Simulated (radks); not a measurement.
**Polarisabilities and dispersion coefficients of Ni, Cu⁺, Zn²⁺ and others**

One table from this session's results is given with a row withheld; the runs are named, their logs left out.

The numbers are computed with radks (a radial shooting solver on a logarithmic mesh, Libxc functionals) version 1 (scalar-relativistic Kohn-Sham, LDA (Slater exchange, Perdew-Wang correlation), spin-polarised, spherical densities, finite nucleus; open shells are filled with parallel spins first), except any that are marked as measured or tabulated.

## What is computed

| Property | Result |
| --- | --- |
| species | Ni ([Ar] 3d8 4s2), Cu⁺ ([Ar] 3d10), Zn²⁺ ([Ar] 3d10), Ga³⁺ ([Ar] 3d10), Ge⁴⁺ ([Ar] 3d10), As⁵⁺ ([Ar] 3d10), Se⁶⁺ ([Ar] 3d10), Br⁷⁺ ([Ar] 3d10), Kr⁸⁺ ([Ar] 3d10) |

The first run:

The run's settings:

```text
Z 28
configuration [Ar] 3d8 4s2
relativity scalar-relativistic
functional lda,pw
spin polarised
nucleus finite rms 3.7757 fm
c 137.035999084
response adiabatic LDA kernel
```

Steps of the session up to this table: Ni, [Ar] 3d8 4s2; Cu⁺, [Ar] 3d10; Zn²⁺, [Ar] 3d10; Ga³⁺, [Ar] 3d10; Ge⁴⁺, [Ar] 3d10; As⁵⁺, [Ar] 3d10; Se⁶⁺, [Ar] 3d10; Br⁷⁺, [Ar] 3d10; Kr⁸⁺, [Ar] 3d10.

One table of the session follows, with a row left open; its other results are not shown here.

| species | −ε(HOMO) (eV) | α (bohr³) | α uncoupled (bohr³) | C6 (hartree bohr⁶) | C8 (hartree bohr⁸) |
| --- | --- | --- | --- | --- | --- |
| Ni | 5.683 | 43.91 | 79.36 | 343.8 | - |
| Cu⁺ | 14.007 | 8.170 | 11.19 | 27.94 | 603.4 |
| Zn²⁺ | 31.226 | 2.999 | 3.833 | 8.118 | 99.89 |
| Ga³⁺ | ? | ? | ? | ? | ? |
| Ge⁴⁺ | 78.389 | 0.8723 | 1.053 | 1.672 | 10.89 |
| As⁵⁺ | 107.57 | 0.5642 | 0.6712 | 0.9400 | 4.933 |
| Se⁶⁺ | 140.22 | 0.3903 | 0.4595 | 0.5727 | 2.509 |
| Br⁷⁺ | 176.23 | 0.2834 | 0.3308 | 0.3699 | 1.385 |
| Kr⁸⁺ | 215.53 | 0.2132 | 0.2471 | 0.2498 | 0.8132 |

**Question.** Estimate the row for Ga³⁺.

The run gave: −ε(HOMO) (eV): 52.851; α (bohr³): 1.491; α uncoupled (bohr³): 1.839; C6 (hartree bohr⁶): 3.351; C8 (hartree bohr⁸): 28.57. In the column «−ε(HOMO) (eV)» it lies between Zn²⁺ (31.226) and Ge⁴⁺ (78.389).

Uncoupled leaves out the potential induced by the response; Ni is the most polarisable and Kr⁸⁺ the least, a factor 206 apart. C8 is given only where no p, d or f shell is open. For heavy and open-shell atoms this level can miss by tens of per cent.
